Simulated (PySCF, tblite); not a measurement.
# C3H7FSeSi: geometry, infrared bands and NMR shifts

Aim: predict the infrared bands and NMR shifts of C3H7FSeSi (`C[C@@]1(F)C[Se][SiH2]1`).

The runs use tblite 0.8.0 and PySCF 2.14.0, with density-fitted response routines of our own; the level of theory stands in each step. All values are computed, except where a source is named. Atoms count from 0, in the outputs and in this text.

**1. The starting structure**

13 atoms, charge 0, multiplicity 1; geometry from: force field or distance geometry start.

Bonds of the start (Å): C0–C1 1.53, C1–F2 1.36, C1–C3 1.52, C3–Se4 1.93, Se4–Si5 2.26, Si5–C1 1.85, C0–H6 1.11, C0–H7 1.11, C0–H8 1.12, C3–H9 1.11, C3–H10 1.11, Si5–H11 1.46, Si5–H12 1.46.

**2. Relaxing the molecule with GFN2-xTB**

Job settings and geometry (Å):

```
{"job": {"kind": "relax", "xc": "GFN2-xTB", "basis": "xTB"}, "charge": 0, "multiplicity": 1}
C      1.456100    -0.370300     0.076900
C      0.070500    -0.191300    -0.545000
F      0.081200    -0.408000    -1.883400
C     -0.986300    -0.945300     0.241500
Se    -2.464200     0.125300    -0.375500
Si    -0.649800     1.425300     0.006400
H      1.347500    -0.187500     1.162000
H      2.074500     0.467900    -0.320600
H      1.893900    -1.372500    -0.142200
H     -1.148800    -2.000800    -0.067900
H     -0.791100    -0.801800     1.322800
H     -0.425400     1.715100     1.417400
H     -0.462500     2.544500    -0.910200
```

The run is started by

```sh
OMP_NUM_THREADS=1 python probes_run.py task.json out
```

This one command runs all jobs of the session in turn.

The program printed:

```text
step      E/eV     max force
  0    -533.48966    2.929
  1    -533.73461    1.103
  2    -533.85413    0.752
  3    -533.93547    0.836
  4    -534.00840    0.698
  5    -534.05098    0.448
  6    -534.07911    0.452
  7    -534.10461    0.462
  8    -534.12801    0.510
  9    -534.14918    0.429
 10    -534.16556    0.323
 11    -534.17812    0.309
 12    -534.19102    0.296
 13    -534.20463    0.361
 14    -534.21770    0.409
 15    -534.23044    0.291
 16    -534.24206    0.328
 17    -534.25219    0.272
 18    -534.26208    0.327
 19    -534.27039    0.275
 20    -534.27669    0.211
 21    -534.28352    0.225
 22    -534.29270    0.302
 23    -534.30452    0.403
 24    -534.31608    0.329
 25    -534.32312    0.161
 26    -534.32622    0.119
 27    -534.32836    0.109
 28    -534.33077    0.157
 29    -534.33335    0.167
 30    -534.33603    0.160
 31    -534.33866    0.178
 32    -534.34081    0.177
 33    -534.34311    0.125
 34    -534.34484    0.094
 35    -534.34649    0.116
 36    -534.34857    0.173
 37    -534.35180    0.206
 38    -534.35521    0.165
 39    -534.35821    0.136
 40    -534.36052    0.122
 41    -534.36315    0.147
 42    -534.36691    0.195
 43    -534.37117    0.175
 44    -534.37472    0.179
 45    -534.37743    0.147
 46    -534.37899    0.266
 47    -534.38221    0.123
 48    -534.38550    0.156
 49    -534.39033    0.144
 50    -534.39353    0.186
 51    -534.39629    0.161
 52    -534.39908    0.124
 53    -534.40119    0.102
 54    -534.40267    0.153
 55    -534.40434    0.129
 56    -534.40541    0.103
 57    -534.40632    0.070
 58    -534.40726    0.097
 59    -534.40864    0.137
 60    -534.40968    0.092
 61    -534.41039    0.079
 62    -534.41068    0.100
 63    -534.41132    0.071
 64    -534.41190    0.051
 65    -534.41265    0.053
 66    -534.41332    0.064
 67    -534.41402    0.084
 68    -534.41491    0.071
 69    -534.41541    0.034
 70    -534.41560    0.032
 71    -534.41576    0.027
 72    -534.41591    0.027
 73    -534.41604    0.030
 74    -534.41616    0.028
 75    -534.41626    0.023
 76    -534.41634    0.023
 77    -534.41644    0.025
 78    -534.41655    0.025
 79    -534.41663    0.017
 80    -534.41668    0.020
 81    -534.41671    0.020
 82    -534.41677    0.019
 83    -534.41684    0.018
 84    -534.41692    0.020
 85    -534.41698    0.017
 86    -534.41702    0.019
 87    -534.41705    0.019
 88    -534.41710    0.019
 89    -534.41717    0.025
 90    -534.41723    0.026
 91    -534.41729    0.023
 92    -534.41734    0.021
 93    -534.41739    0.018
 94    -534.41742    0.015
 95    -534.41745    0.013
 96    -534.41747    0.007
```

It took 0.98 s on 1 thread of Arm Neoverse N1, shared host; peak memory 0.18 GiB.

Relaxation path: (not every step is listed)

| step | energy from step 0 (eV) | largest force (eV/Å) |
| --- | --- | --- |
| 0 | 0.0000 | 2.9294 |
| 1 | -0.2450 | 1.1035 |
| 2 | -0.3645 | 0.7515 |
| 3 | -0.4458 | 0.8355 |
| 4 | -0.5187 | 0.6978 |
| 5 | -0.5613 | 0.4479 |
| 6 | -0.5895 | 0.4515 |
| 7 | -0.6150 | 0.4618 |
| 8 | -0.6384 | 0.5096 |
| 16 | -0.7524 | 0.3282 |
| 24 | -0.8264 | 0.3288 |
| 32 | -0.8512 | 0.1773 |
| 40 | -0.8709 | 0.1217 |
| 48 | -0.8958 | 0.1560 |
| 56 | -0.9158 | 0.1028 |
| 64 | -0.9222 | 0.0510 |
| 72 | -0.9263 | 0.0269 |
| 80 | -0.9270 | 0.0196 |
| 88 | -0.9274 | 0.0191 |
| 91 | -0.9276 | 0.0228 |
| 92 | -0.9277 | 0.0212 |
| 93 | -0.9277 | 0.0176 |
| 94 | -0.9278 | 0.0149 |
| 95 | -0.9278 | 0.0128 |
| 96 | -0.9278 | 0.0075 |

Close pairs (by a distance rule), those that changed most:

| bond | before (Å) | after (Å) | change (Å) |
| --- | --- | --- | --- |
| C1–Si5 | 1.854 | 1.931 | +0.077 |
| C3–Se4 | 1.926 | 1.988 | +0.062 |
| C1–F2 | 1.356 | 1.396 | +0.040 |
| C0–H7 | 1.115 | 1.088 | -0.027 |
| C0–H8 | 1.115 | 1.090 | -0.026 |
| Se4–Si5 | 2.264 | 2.288 | +0.023 |
| C3–H9 | 1.112 | 1.090 | -0.022 |
| C0–H6 | 1.106 | 1.087 | -0.018 |

The next job starts from the end point, and lists it.

**3. Infrared spectrum with GFN2-xTB**

Job settings and geometry (Å):

```
{"job": {"kind": "ir", "xc": "GFN2-xTB", "basis": "xTB"}, "charge": 0, "multiplicity": 1}
C      1.427075    -0.351012     0.379707
C      0.161278    -0.120277    -0.423015
F      0.460146    -0.336367    -1.769586
C     -0.980487    -1.053775    -0.003005
Se    -2.179026     0.189006     0.982370
Si    -0.715269     1.570742    -0.105182
H      1.222163    -0.190698     1.435465
H      2.205689     0.337903     0.059056
H      1.784485    -1.370248     0.236763
H     -1.514957    -1.437673    -0.871969
H     -0.675707    -1.888817     0.627352
H      0.037630     2.473933     0.757411
H     -1.237407     2.177768    -1.323094
```

The program printed:

```text
mode    cm-1     km/mol
  1      59.7      5.58
  2     205.7      3.03
  3     227.9      0.07
  4     265.6      1.88
  5     323.6      6.92
  6     355.0      4.89
  7     370.6     29.28
  8     421.6      8.43
  9     436.0     15.63
 10     488.8     41.04
 11     578.5     76.37
 12     599.0    290.33
 13     654.8     43.17
 14     735.9    278.28
 15     806.1      2.92
 16     906.7     25.90
 17     933.2     12.85
 18    1002.4      6.74
 19    1111.2     42.58
 20    1145.9     16.61
 21    1169.6      9.58
 22    1202.5      1.83
 23    1398.1     11.81
 24    1433.4      4.94
 25    1475.0      1.13
 26    1490.0      4.75
 27    2295.5    233.97
 28    2306.4    273.34
 29    2979.6     12.54
 30    2988.0      6.81
 31    3015.4     18.39
 32    3035.4     11.14
 33    3037.0     25.51
```

Wall time 0.65 s (1 thread of Arm Neoverse N1, shared host); peak memory 0.18 GiB.

Which atoms move in the most intense modes:

| cm⁻¹ | km/mol | atoms |
| --- | --- | --- |
| 489 | 41.0 | H11 36 %, H12 32 %, Si5 13 % |
| 578 | 76.4 | C3 27 %, H12 16 %, H11 15 %, Si5 11 % |
| 599 | 290.3 | H12 29 %, H11 28 %, C3 22 %, Si5 14 % |
| 655 | 43.2 | C3 36 %, F2 17 % |
| 736 | 278.3 | H11 47 %, H12 46 % |
| 1111 | 42.6 | C1 29 %, H10 19 %, H6 14 %, H8 12 % |
| 2296 | 234.0 | H11 95 % |
| 2306 | 273.3 | H12 94 % |

**4. Nuclear shieldings: PBE0/pcSseg-1**

The job, as its differences from that of step 3:

```diff
@@ -1,2 +1,2 @@
-{"job": {"kind": "ir", "xc": "GFN2-xTB", "basis": "xTB"}, "charge": 0, "multiplicity": 1}
+{"job": {"kind": "nmr", "xc": "PBE0", "basis": "pcSseg-1"}, "charge": 0, "multiplicity": 1}
 C      1.427075    -0.351012     0.379707
```

With the program's defaults for keys left out, this is: GIAO PBE0/pcSseg-1 NMR shielding, non-relativistic, gas phase.

The program printed:

```text
coarse grid: 51888 points
cycle   1  E = -2908.4365204005  dE = -4.311e-01  |g| = 8.054e-01  |ddm| = 3.410e+00
cycle   2  E = -2908.4127556373  dE =  2.376e-02  |g| = 7.536e-01  |ddm| = 8.728e-01
cycle   3  E = -2908.4853054867  dE = -7.255e-02  |g| = 2.136e-01  |ddm| = 6.012e-01
cycle   4  E = -2908.4917883646  dE = -6.483e-03  |g| = 4.181e-02  |ddm| = 1.425e-01
cycle   5  E = -2908.4920477564  dE = -2.594e-04  |g| = 1.186e-02  |ddm| = 3.917e-02
cycle   6  E = -2908.4920845753  dE = -3.682e-05  |g| = 2.625e-03  |ddm| = 1.358e-02
cycle   7  E = -2908.4920862320  dE = -1.657e-06  |g| = 1.201e-03  |ddm| = 3.526e-03
final grid: 107832 points
cycle   8  E = -2908.4920199783  dE =  2.484e-07  |g| = 1.625e-03  |ddm| = 2.885e-03
cycle   9  E = -2908.4920192456  dE =  7.327e-07  |g| = 2.353e-03  |ddm| = 3.578e-03
cycle  10  E = -2908.4920206013  dE = -1.356e-06  |g| = 1.727e-04  |ddm| = 2.221e-03
cycle  11  E = -2908.4920206091  dE = -7.777e-09  |g| = 1.611e-05  |ddm| = 1.590e-04
cycle  12  E = -2908.4920206091  dE = -4.684e-11  |g| = 6.218e-06  |ddm| = 1.695e-05
converged SCF energy = -2908.4920206091

GIAO shielding tensors (ppm)
atom      isotropic    diamagn.    paramagn.     s11        s22        s33       span
  0 C      159.879     247.177     -87.298    143.032    152.493    184.112     41.080
  1 C       88.299     245.003    -156.703     59.365     64.786    140.746     81.381
  2 F      317.979     475.509    -157.530    245.714    329.147    379.075    133.361
  3 C      141.706     248.994    -107.288    114.100    134.841    176.178     62.078
  4 Se    2131.044    3001.475    -870.432   1730.031   1923.468   2739.631   1009.600
  5 Si     359.552     878.856    -519.304    324.358    360.465    393.834     69.476
  6 H       29.748      29.872      -0.124     25.639     29.584     34.021      8.382
  7 H       30.030      29.316       0.714     26.025     27.643     36.423     10.398
  8 H       30.128      29.229       0.899     26.579     27.784     36.022      9.442
  9 H       27.620      30.247      -2.627     22.522     26.895     33.443     10.921
 10 H       28.660      30.580      -1.920     23.897     27.363     34.721     10.824
 11 H       26.511      28.438      -1.927     23.389     23.999     32.145      8.756
 12 H       26.170      28.310      -2.140     22.867     23.875     31.769      8.902
```

Run time: 42 s. Hardware: 1 thread of Arm Neoverse N1, shared host; peak memory 0.71 GiB.

The references, computed at this level on geometries of the same kind, shield at (ppm): ¹H TMS 31.72, ¹³C TMS 186.9, ²⁹Si TMS 349.2, ¹⁹F CFCl3 170.9, ⁷⁷Se Me2Se 1758. Their shielding less the atom's gives the shift. The references are single molecules in the gas phase, so shifts against H2O, NH3, PH3, H3PO4 or CFCl3 are not on the usual liquid scales and can be off by tens of ppm. Atoms listed in one row are averaged.

| atoms | environment | σ (ppm) | δ (ppm) |
| --- | --- | --- | --- |
| C1 | fully substituted sp3 carbon bonded to F and Si | 88.3 | 98.6 |
| C3 | sp3 CH2 bonded to Se | 141.7 | 45.2 |
| C0 | methyl carbon | 159.9 | 27.0 |
| H12 | hydrogen on a silicon bonded to C, Se, in a 4-membered ring | 26.17 | 5.55 |
| H11 | hydrogen on a silicon bonded to C, Se, in a 4-membered ring | 26.51 | 5.21 |
| H9 | hydrogen on an sp3 CH2 bonded to Se | 27.62 | 4.10 |
| H10 | hydrogen on an sp3 CH2 bonded to Se | 28.66 | 3.06 |
| H6, H7, H8 | hydrogen on a methyl carbon | 29.97 | 1.75 |
| F2 | fluorine on an sp3 carbon | 318.0 | -147.0 |
| Se4 | selenium bonded to C, Si, in a 4-membered ring | 2131 | -373 |
| Si5 | silicon bonded to C, Se, 2 H, in a 4-membered ring | 359.6 | -10.4 |

Charges from the same density, by scheme (e):

| atoms | Mulliken | IAO | Hirshfeld | ESP fit |
| --- | --- | --- | --- | --- |
| C0 | -0.19 | -0.43 | -0.13 | -0.37 |
| C1 | -0.17 | 0.08 | 0.02 | 0.09 |
| F2 | -0.33 | -0.33 | -0.12 | -0.21 |
| C3 | -0.18 | -0.37 | -0.09 | -0.25 |
| Se4 | -0.37 | -0.14 | -0.07 | -0.24 |
| Si5 | 0.67 | 0.63 | 0.30 | 0.48 |

Mayer bond orders: C0–C1 1.02, C1–F2 0.83, C1–C3 0.94, C3–Se4 1.00, Se4–Si5 0.99, Si5–C1 0.86.

Ring of atoms C1, C3, Se4, Si5: NICS(0) -4.5, NICS(1) -1.7, NICS(1)zz 5.0 ppm (means of both faces; NICS(1) differs between them: -3.0 and -0.5).

**5. Results**

| quantity | value |
| --- | --- |
| strongest single infrared mode (GFN2-xTB) | 599 cm⁻¹, 290 km/mol |
| zero-point energy (GFN2-xTB) | 56.4 kcal/mol |
| ¹³C shifts against TMS (PBE0/pcSseg-1) | 98.6, 45.2, 27.0 ppm |
| ¹H shifts against TMS (PBE0/pcSseg-1, means over atoms taken as alike) | 5.55, 5.21, 4.10, 3.06, 1.75 ppm |
| ¹⁹F shifts against CFCl3 (PBE0/pcSseg-1) | -147.0 ppm |
| ⁷⁷Se shifts against Me2Se (PBE0/pcSseg-1) | -373 ppm |
| ²⁹Si shifts against TMS (PBE0/pcSseg-1) | -10.4 ppm |

In words: Over 96 steps the energy fell by 0.928 eV; of the close pairs, C1–Si5 changed most, 1.854 to 1.931 Å. No mode is imaginary among the 33: a minimum at this level. The strongest single mode, at 599 cm⁻¹, is spread over several atoms, H12, H11, C3, Si5 among them. GFN2-xTB is a fitted tight-binding method: band positions and strengths are rough. Its intensities can rank the bands wrongly. C1 (fully substituted sp3 carbon bonded to F and Si) lies farthest downfield among carbon, at 98.6 ppm; pulled downfield by the heteroatom. At PBE0/pcSseg-1: Shielding is most anisotropic at Se4 (span 1010 ppm, paramagnetic term -870 ppm). Spin-orbit coupling is left out, which matters for shieldings and couplings at and beside the heavy atoms.
